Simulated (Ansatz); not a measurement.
# Sr: stress in a strained cell

Aim: deform Sr (equal xx and yy strain of -1 %) and compute stress, forces and field gradients with LAPW, PAW and all-electron datasets made for the crystal.

Computed with Ansatz 0.2.0 (DFT LDA, scalar-relativistic, unless a step's input says otherwise).

## Step 1: The structure to begin with

It takes space group P6_3/mmc (No. 194, hexagonal). The conventional cell has a = 4.310 Å, b = 4.310 Å, c = 7.050 Å, α = 90.00°, β = 90.00°, γ = 120.00°. Sr (site symmetry -6m2) has 12 Sr at 4.31 Å as nearest neighbours.

Structure file:

```cif
data_structure
_symmetry_space_group_name_H-M 'P6_3/mmc'
_symmetry_Int_Tables_number 194
_cell_length_a 4.3100
_cell_length_b 4.3100
_cell_length_c 7.0500
_cell_angle_alpha 90.000
_cell_angle_beta 90.000
_cell_angle_gamma 120.000
_cell_volume 113.42
loop_
_atom_site_label
_atom_site_type_symbol
_atom_site_symmetry_multiplicity
_atom_site_Wyckoff_symbol
_atom_site_fract_x
_atom_site_fract_y
_atom_site_fract_z
_atom_site_occupancy
Sr1 Sr 2 c 0.33333 0.66667 0.25000 1
```

The file gives the conventional cell by its symmetry; the runs use the cell typed in the input.

Atoms are numbered in the order of the input: Sr1, Sr2.

## Step 2: The deformed structure

Space group P6_3/mmc before, P6_3/mmc after.

## Step 3: Full-potential LAPW

The input, input.yaml:

```yaml
crystal:
  lattice:
    - [4.2669002185, 0.0, 0.0]
    - [-2.1334501093, 3.6952439846, 0.0]
    - [0.0, 0.0, 7.05]
  atoms:
    - { symbol: Sr, position: [0.3333333333, 0.6666666667, 0.25] }
    - { symbol: Sr, position: [0.6666666667, 0.3333333333, 0.75] }
kpoints:
  mp_grid: { grid: [10, 10, 5] }
  band_path:
    path:
      - [0.0, 0.0, 0.0]
      - [0.5, 0.0, 0.0]
      - [0.3333333333, 0.3333333333, 0.0]
      - [0.0, 0.0, 0.0]
      - [0.0, 0.0, 0.5]
      - [0.5, 0.0, 0.5]
      - [0.3333333333, 0.3333333333, 0.5]
      - [0.0, 0.0, 0.5]
      - [0.5, 0.0, 0.5]
    npoints: 5
scf:
  occupations: { method: fermi_dirac, width: 0.08 }
hamiltonian:
  xc: lda
  pseudopotentials: { kind: all_electron, lapw: { basis_error: 0.001 } }
output:
  forces: true
  stress: true
  eigenvalues: true
```

Run with:

```console
> ansatz run input.yaml --threads 1 --pin off --max-ram 3072MiB --backend cpu --events-out ev --progress --plain --runs-dir out
```

## Step 4: Frozen-core PAW

The input, input.yaml:

```yaml
crystal:
  lattice:
    - [4.2669002185, 0.0, 0.0]
    - [-2.1334501093, 3.6952439846, 0.0]
    - [0.0, 0.0, 7.05]
  atoms:
    - { symbol: Sr, position: [0.3333333333, 0.6666666667, 0.25] }
    - { symbol: Sr, position: [0.6666666667, 0.3333333333, 0.75] }
kpoints:
  mp_grid: { grid: [10, 10, 5] }
scf:
  occupations: { method: fermi_dirac, width: 0.08 }
hamiltonian:
  xc: lda
  pseudopotentials: { kind: paw }
output:
  forces: true
  stress: true
  eigenvalues: true
  efg: { contact_densities: true }
```

## Step 5: All-electron PAW on datasets made for the crystal

Edit input.yaml of step 4 so:

```diff
@@ -14,3 +14,3 @@
   xc: lda
-  pseudopotentials: { kind: paw }
+  pseudopotentials: { kind: all_electron, datasets: crystal }
 output:
```

(Steps that only read results are left out.)

**Question.** What will these runs give? Wanted: pressure; largest shear or deviatoric stress.

As calculated:

```
                                 quantity                                              value
                                 pressure  LAPW -1.39, PAW -1.39, crystal datasets -1.39 GPa
largest shear or deviatoric stress (LAPW)                                           0.08 GPa
```

In words: The largest part of the stress beyond the pressure is 0.08 GPa in size, in the zz component; the atoms are carried along and not relaxed. No run of the undeformed cell stands beside it, so the pressure holds what the given cell had before the change. PAW: stress within 0.01 GPa of LAPW. Crystal datasets: stress within 0.01 GPa of LAPW.
